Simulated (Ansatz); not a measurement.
# C2H4FGaO: small, medium and large basis sets

An exercise on one series of results from a longer session: the logs are not shown, and one member is left open.

Method: one geometry, several basis sets; program: Ansatz 0.2.0, Gaussian basis.

The runs, in order: PBE0-D4/def2-SVP; ωB97M-V/def2-SVP; PBE0-D4/def2-QZVPP; ωB97M-V/def2-QZVPP; the functionals' def2-TZVPP values are taken from earlier runs.

## Structure used throughout

All runs share one geometry, relaxed beforehand with PBE0-D4 in a triple-zeta def2 set.

9 atoms, charge 0, spin multiplicity 1.

Atoms are counted from 1 here; the program's logs count them from 0.

Bond lengths: O1–C2 1.346 Å, O1–H6 0.964 Å, C2–C4 1.338 Å, C2–H7 1.084 Å, Ga3–H8 1.706 Å, C4–F5 1.333 Å, C4–H9 1.082 Å. Angles: C2–O1–H6 108.1°, O1–C2–C4 122.2°, O1–C2–H7 119.2°, C4–C2–H7 118.5°, C2–C4–F5 122.0°, C2–C4–H9 123.1°, F5–C4–H9 114.5°.

Geometry (Å):

```xyz
9
C2H4FGaO
O    -0.8463    1.1758    0.4967
C     0.3091    0.5446    0.2151
Ga   -0.6259   -2.1124   -0.1337
C     0.6639    0.2298   -1.0358
F    -0.1058    0.5255   -2.0830
H    -1.1425    0.8839    1.3665
H     1.0039    0.3294    1.0189
H    -0.8047   -1.4556    1.4301
H     1.6369   -0.1673   -1.2918
```

The first run:

in.yaml reads:

```yaml
crystal:
  periodic: [false, false, false]
  atoms:
    - {symbol: O, position_ang: [-0.846272, 1.175786, 0.496742]}
    - {symbol: C, position_ang: [0.309052, 0.544627, 0.215099]}
    - {symbol: Ga, position_ang: [-0.625854, -2.112428, -0.133696]}
    - {symbol: C, position_ang: [0.663894, 0.229845, -1.035755]}
    - {symbol: F, position_ang: [-0.105783, 0.525484, -2.083040]}
    - {symbol: H, position_ang: [-1.142462, 0.883903, 1.366476]}
    - {symbol: H, position_ang: [1.003906, 0.329408, 1.018866]}
    - {symbol: H, position_ang: [-0.804675, -1.455604, 1.430119]}
    - {symbol: H, position_ang: [1.636894, -0.167321, -1.291813]}
basis:
  gaussian: {orbitals: def2-SVP}
hamiltonian: {xc: pbe0, dispersion: d4}
output: {orbitals: {seedname: orbitals}}
```

Run with:

```
ansatz run in.yaml --threads 4 --pin off --events-out ev --progress --plain --max-ram 10444MiB
```

Steps of the session up to this table: PBE0-D4 in def2-SVP; ωB97M-V in def2-SVP; PBE0-D4 in def2-QZVPP; ωB97M-V in def2-QZVPP.

One of the session's tables, all rows but one given; the rest of the session is left out.

It belongs to the step «Functionals by basis». 

```
functional       basis  HOMO (eV)  LUMO (eV)
   PBE0-D4    def2-SVP      -5.69      -1.46
   PBE0-D4  def2-TZVPP          ?          ?
   PBE0-D4  def2-QZVPP      -5.78      -1.57
   ωB97M-V    def2-SVP      -7.72       0.26
   ωB97M-V  def2-TZVPP      -7.79       0.19
   ωB97M-V  def2-QZVPP      -7.83       0.00
```

Q: Estimate the row for PBE0-D4, def2-TZVPP from the others.

As computed: HOMO (eV): -5.74; LUMO (eV): -1.50. In the column «HOMO (eV)» it lies between PBE0-D4, def2-QZVPP (-5.78) and PBE0-D4, def2-SVP (-5.69).
